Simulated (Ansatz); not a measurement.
# CH6SiSn: small, medium and large basis sets

One table from this session's results is given with a row withheld; the runs are named, their logs left out.

Method: one geometry, several basis sets; program: Ansatz 0.2.0, Gaussian basis.

Plan: PBE0-D4/def2-SVP; ωB97M-V/def2-SVP; PBE0-D4/def2-QZVPP; ωB97M-V/def2-QZVPP; the functionals' def2-TZVPP values are taken from earlier runs.

2 further runs of the same task are left out: 2 for a known fault of the program.

**The relaxed structure**

All runs share one geometry, relaxed beforehand with PBE0-D4 in a triple-zeta def2 set. Sn takes the def2 core potential; no spin-orbit term is included.

SMILES `[CH2]1[SiH2][SnH2]1`, 9 atoms, charge 0, spin multiplicity 1.

Atoms are counted from 1 here; the program's logs count them from 0.

Bond lengths: C1–Si2 1.867 Å, C1–Sn3 2.224 Å, C1–H4 1.087 Å, C1–H5 1.087 Å, Si2–Sn3 2.471 Å, Si2–H6 1.483 Å, Si2–H7 1.483 Å, Sn3–H8 1.697 Å, Sn3–H9 1.697 Å. Angles: Si2–C1–Sn3 73.7°, Si2–C1–H4 117.8°, Si2–C1–H5 117.7°, Sn3–C1–H4 115.4°, Sn3–C1–H5 115.3°, H4–C1–H5 112.0°, C1–Si2–Sn3 59.8°, C1–Si2–H6 117.6°, C1–Si2–H7 117.5°, Sn3–Si2–H6 120.2°, Sn3–Si2–H7 120.1°, H6–Si2–H7 112.2°, C1–Sn3–Si2 46.5°, C1–Sn3–H8 112.2°, C1–Sn3–H9 112.2°, Si2–Sn3–H8 123.3°, Si2–Sn3–H9 123.4°, H8–Sn3–H9 113.4°.

Set-up of the first run:

Input file in.yaml:

```yaml
crystal:
  periodic: [false, false, false]
  atoms:
    - {symbol: C, position_ang: [-0.774686, 0.089128, -0.686908]}
    - {symbol: Si, position_ang: [0.857940, 0.931340, -0.355899]}
    - {symbol: Sn, position_ang: [0.114619, -0.945703, 1.068835]}
    - {symbol: H, position_ang: [-0.860542, -0.512293, -1.588441]}
    - {symbol: H, position_ang: [-1.683734, 0.649703, -0.483777]}
    - {symbol: H, position_ang: [0.822204, 2.320684, 0.161890]}
    - {symbol: H, position_ang: [1.946048, 0.729965, -1.343388]}
    - {symbol: H, position_ang: [0.482664, -2.569020, 0.737648]}
    - {symbol: H, position_ang: [-0.816014, -0.739904, 2.473042]}
basis:
  gaussian: {orbitals: def2-SVP}
hamiltonian: {xc: pbe0, dispersion: d4}
output: {orbitals: {seedname: orbitals}}
```

Command:

```console
ansatz run in.yaml --threads 2 --pin off --events-out ev --progress --plain --max-ram 4352MiB
```

Steps of the session up to this table: PBE0-D4 in def2-SVP; ωB97M-V in def2-SVP; PBE0-D4 in def2-QZVPP; ωB97M-V in def2-QZVPP.

One table of the session follows, with a row left open; its other results are not shown here.

It belongs to the step «Functionals by basis». 

```
functional       basis  HOMO (eV)
   PBE0-D4    def2-SVP      -6.20
   PBE0-D4  def2-TZVPP      -6.23
   PBE0-D4  def2-QZVPP          ?
   ωB97M-V    def2-SVP      -8.12
   ωB97M-V  def2-TZVPP      -8.19
   ωB97M-V  def2-QZVPP      -8.19
```

**Question.** Estimate the row for PBE0-D4, def2-QZVPP.

**Answer.** HOMO (eV): -6.24. In the column «HOMO (eV)» it lies between ωB97M-V, def2-SVP (-8.12) and PBE0-D4, def2-TZVPP (-6.23).
